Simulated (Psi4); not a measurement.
# GeHOF (SMILES [OH][Ge][F]): MP2/cc-pVDZ-DK (DKH2, density fitting for correlation)

Aim: the electrostatic solvation energy at fixed shape (IEF-PCM, water) of GeHOF at MP2/cc-pVDZ-DK (DKH2, density fitting for correlation), from 2 runs. 

The results are computed with Psi4 1.11.

4 further runs of the same task are left out: 2 for a known fault of the program, 2 set aside as unsound or not needed.

## 1. The system as given

GeHOF: 4 atoms, total charge 0, spin state singlet. As SMILES, `[OH][Ge][F]`. The shape is that of a PBE0-D4/def2-TZVP optimisation.

Bond lengths: O1–Ge2 1.771 Å, Ge2–F3 1.767 Å, O1–H4 0.964 Å. Angles: O1–Ge2–F3 97.0°, Ge2–O1–H4 113.8°.

## 2. The energy at MP2/cc-pVDZ-DK (DKH2, density fitting for correlation)

File job.dat:

```
memory 1600 MB

molecule mol {
  0 1
  O     -0.819700     0.539200    -0.381100
  Ge    -0.389900    -0.693000     0.815800
  F      1.336900    -0.758800     0.447800
  H     -0.071800     0.852400    -0.902700
  units angstrom
  symmetry c1
}

set basis cc-pVDZ-DK
set scf_type pk
set freeze_core true
set mp2_type df
set relativistic dkh
set dkh_order 2

e = energy('mp2')
```

On the command line:

```
$ psi4 job.dat job.out -n 1
```

job.out:

```text
[...]
  Running in c1 symmetry.
[...]
  Nuclear repulsion =  190.671197254104499
[...]
  Multiplicity = 1
[...]
  Nalpha       = 25
  Nbeta        = 25
[...]
    Number of basis functions: 60
[...]
   @RHF iter   1: -2271.66415740760249   -4.65980e+00   1.55768e-02 DIIS/ADIIS
[...]
   @RHF iter  12: -2272.03815786641599    9.09495e-13   2.68420e-09 DIIS
[...]
    Orbital Energies [Eh]
    ---------------------
    Doubly Occupied:
       1A   -410.826398     2A    -53.468809     3A    -46.566373
       4A    -46.565536     5A    -46.564746     6A    -26.275965
       7A    -20.582403     8A     -7.447253     9A     -5.256818
      10A     -5.254178    11A     -5.250526    12A     -1.656615
      13A     -1.647341    14A     -1.644364    15A     -1.639468
      16A     -1.635677    17A     -1.522324    18A     -1.325214
      19A     -0.740940    20A     -0.664550    21A     -0.618299
      22A     -0.606992    23A     -0.534686    24A     -0.508836
      25A     -0.408810
[...]
  @RHF Final Energy: -2272.03815786641599
   => Energetics <=
    Nuclear Repulsion Energy =            190.6711972541044986
    One-Electron Energy =               -3546.9924702104681273
    Two-Electron Energy =                1084.2831150899480690
    Total Energy =                      -2272.0381578664155313
[...]
 Multipole Moments:
 ------------------------------------------------------------------------------------
     Multipole            Electronic (a.u.)      Nuclear  (a.u.)        Total (a.u.)
 ------------------------------------------------------------------------------------
 L = 1.  Multiply by 2.5417464519 to convert [e a0] to [Debye]
 Dipole X            :         -1.1921575            0.9062187           -0.2859388
 Dipole Y            :         -3.3017629            3.2239443           -0.0778186
 Dipole Z            :          3.8013461           -3.6464616            0.1548845
 Magnitude           :                                                    0.3343739
[...]
```

Run time: 12 s. Hardware: 1 thread of Intel Xeon Platinum 8259CL at 2.50GHz (Skylake/Cascade Lake), shared host; peak memory 0.41 GiB.

## 3. The energy at MP2/cc-pVDZ-DK (DKH2, density fitting for correlation, IEF-PCM water)

File fgeho.inp:

```
memory 1600 mb

molecule mol {
  O
  Ge 1 R2
  F 2 R3 1 A3
  H 1 R4 2 A4 3 D4

  R2 = 1.770767
  R3 = 1.766803
  A3 = 97.02802
  R4 = 0.964114
  A4 = 113.79413
  D4 = 0.00401
  symmetry c1
}

set basis cc-pVDZ-DK
set scf_type pk
set freeze_core true
set mp2_type df
set relativistic dkh
set dkh_order 2
set pcm true

pcm = {
  Units = Angstrom
  Medium {
    SolverType = IEFPCM
    Solvent = Water
  }
  Cavity {
    Type = GePol
    RadiiSet = UFF
    Scaling = False
    Area = 0.4
    Mode = Implicit
  }
}

e_tot, wfn = energy("mp2", return_wfn=True)
```

On the command line:

```
$ psi4 -n 1 fgeho.inp fgeho.out
```

fgeho.out:

```text
[...]
  Running in c1 symmetry.
[...]
  Nuclear repulsion =  190.671161692439767
[...]
  Multiplicity = 1
[...]
  Nalpha       = 25
  Nbeta        = 25
[...]
    Number of basis functions: 60
[...]
   @RHF iter   1: -2271.67660959834393   -4.67193e+00   1.55508e-02 ADIIS/DIIS
[...]
   @RHF iter  12: -2272.05276690347182   -3.63798e-12   4.00543e-09 DIIS
[...]
    Orbital Energies [Eh]
    ---------------------
    Doubly Occupied:
       1A   -410.813092     2A    -53.455216     3A    -46.552731
       4A    -46.551942     5A    -46.551130     6A    -26.275159
       7A    -20.573469     8A     -7.433484     9A     -5.242633
      10A     -5.240424    11A     -5.236663    12A     -1.644396
      13A     -1.633351    14A     -1.630329    15A     -1.625387
      16A     -1.621957    17A     -1.522256    18A     -1.317841
      19A     -0.734425    20A     -0.661998    21A     -0.619457
      22A     -0.609186    23A     -0.533659    24A     -0.504181
      25A     -0.393645
[...]
  @RHF Final Energy: -2272.05276690347182
   => Energetics <=
    Nuclear Repulsion Energy =            190.6711616924397674
    One-Electron Energy =               -3546.8895233215525877
    Two-Electron Energy =                1084.1812926293414421
    PCM Polarization Energy =              -0.0156979037007105
    Total Energy =                      -2272.0527669034718201
[...]
 Multipole Moments:
 ------------------------------------------------------------------------------------
     Multipole            Electronic (a.u.)      Nuclear  (a.u.)        Total (a.u.)
 ------------------------------------------------------------------------------------
 L = 1.  Multiply by 2.5417464519 to convert [e a0] to [Debye]
 Dipole X            :          0.0000070           -0.0000632           -0.0000562
 Dipole Y            :          2.4876106           -2.0899918            0.3976188
 Dipole Z            :          4.6448611           -4.4881706            0.1566904
 Magnitude           :                                                    0.4273788
[...]
```

Run time: 18 s. Hardware: 1 thread of Intel Xeon Platinum 8259CL at 2.50GHz (Skylake/Cascade Lake), shared host; peak memory 0.43 GiB.

## 4. What came out

Level: MP2/cc-pVDZ-DK (DKH2, density fitting for correlation), 11 core orbitals frozen.

| quantity | value |
| --- | --- |
| gas phase: total energy | -2272.51298 Eh |
| gas phase: HOMO energy (Hartree–Fock orbitals) | -11.12 eV |
| gas phase: LUMO energy (Hartree–Fock orbitals) | 1.15 eV |
| gas phase: HOMO–LUMO gap (Hartree–Fock orbitals) | 12.28 eV |
| gas phase: correlation energy (11 core orbitals frozen) | -474.8 mEh |
| IEF-PCM, water: total energy | -2272.52336 Eh |
| IEF-PCM, water: HOMO energy (Hartree–Fock orbitals) | -10.71 eV |
| IEF-PCM, water: LUMO energy (Hartree–Fock orbitals) | 1.79 eV |
| IEF-PCM, water: HOMO–LUMO gap (Hartree–Fock orbitals) | 12.50 eV |
| IEF-PCM, water: correlation energy (11 core orbitals frozen) | -470.6 mEh |
| IEF-PCM, water: solvent term in the energy | -41.2 kJ/mol |
| energy change from gas to solvent at fixed shape | -0.282 eV |

What this shows: The solvent model (IEF-PCM, water) lowers the energy by 0.28 eV (−6.5 kcal/mol) at the same shape. It holds the electrostatic part alone, without cavity or dispersion terms.
